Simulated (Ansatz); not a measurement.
# RuNH (singlet): the correlation ladder at a displaced geometry (v2), def2-SVP

An exercise on one series of results from a longer session: the logs are not shown, and one member is left open.

Program: Ansatz 0.2.0, Gaussian basis. Level of theory: def2-SVP, core rule «outside noble gas», up to 5 orbitals frozen. These are calculated values, not measurements.

To be run: UHF; CCSD(T) on RHF; CCSD(T) on UHF; CISD; CCSDT(Q) on RHF; CCSDT(Q) on UHF.

11 further runs of the same task are left out: 5 that didn't finish, 6 set aside as unsound or not needed.

### The geometry

The geometry is a PBE0/def2-TZVP stationary point (not a proven minimum) with its atoms shifted at random (size 0.100 Å). No spin-orbit coupling is included. Elements past krypton take def2 core potentials.

3 atoms, charge 0, spin multiplicity 1.

Atoms are counted from 1 here; the program's logs count them from 0.

Bond lengths: Ru1–N2 1.635 Å, N2–H3 1.027 Å. Angles: Ru1–N2–H3 150.2°.

Set-up of the first run:

in.yaml reads:

```yaml
crystal:
  periodic: [false, false, false]
  atoms:
    - {symbol: Ru, position_ang: [0.084376, -0.090803, 1.392126]}
    - {symbol: N, position_ang: [-0.080498, -0.172832, -0.232688]}
    - {symbol: H, position_ang: [-0.003878, 0.263635, -1.159438]}
basis:
  gaussian: {orbitals: def2-SVP}
magnetization: {spin_polarized: true, initial_magnetization: 0}
hamiltonian: {xc: hf}
output: {orbitals: {seedname: orbitals}}
```

Launch:

```bash
ansatz run in.yaml --threads 1 --pin off --events-out ev --progress --plain --max-ram 2393MiB
```

Among the steps run: UHF; CCSD(T) on RHF; CCSD(T) on UHF; CISD; CCSDT(Q) on RHF; CCSDT(Q) on UHF.

One table of the session follows, with a row left open; its other results are not shown here.

```
   method  from RCCSDT(Q) (meV)
      RHF              +12134.1
     RMP2                +534.6
     UMP2                     ?
    RCCSD                +840.4
    UCCSD                +796.5
 RCCSD(T)                +141.9
 UCCSD(T)                +168.2
   RCCSDT                +121.2
   UCCSDT                 +88.9
RCCSDT(Q)                     0
UCCSDT(Q)                 -24.4
```

Q: Estimate the row for UMP2 from the others.

The run gave: from RCCSDT(Q) (meV): +653.5. In the column «from RCCSDT(Q) (meV)» it lies between RMP2 (+534.6) and UCCSD (+796.5).

Not comparable, so not listed: CISD (they don't share determinant, frozen orbitals or solution with the rows shown, or repeat one).

Left out of the table: UHF (another determinant or state than the rows shown).

To keep in mind: The determinant is far from a pure spin state, so its energy mixes those of several spin states (harmless only where they are near-degenerate, as at dissociation). The program flags UCCSDT(Q) as in doubt, so those rows may rest on another solution; read them beside their warnings. Warnings: restricted reference is unstable; spin contamination; coupled cluster took another determinant than the lowest; large T1 diagnostic. Restricted and unrestricted rows rest on different reference determinants; where their highest levels disagree by more than a few hundredths of an eV, they describe different states and don't form one ladder.
